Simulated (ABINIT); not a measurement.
Crystal: HfB.

```xyz
2
Lattice="0.0000 2.3100 2.3100 2.3100 0.0000 2.3100 2.3100 2.3100 0.0000" Properties=species:S:1:pos:R:3 pbc="T T T"
Hf    2.3100    2.3100    2.3100
B     0.0000    0.0000    0.0000
```

Base run:

- Program: ABINIT 10.8.3 (patched build)
- Functional: PBE
- Potentials or basis: JTH PAW PBE v2.0
- Cutoff: 517 eV
- k mesh: 10 × 10 × 10
- Occupations: fermi-dirac, width 0.05 eV
- Spin: spin-orbit coupling, no magnetisation

Its results: band gap on the k mesh none (metal or under the smearing width); pressure 30.2 GPa.

Task: The run is repeated on the same cell with these changes: spin from spin-orbit coupling, no magnetisation to no spin polarisation. What comes out?

Result: Band gap on the k mesh none (metal or under the smearing width); pressure 30.8 GPa.

Caveats: a pressure of tens of GPa on the cell as given is suspect, and the run, the potentials or the cell itself is likely at fault.

Not every run made on this cell is shown here.
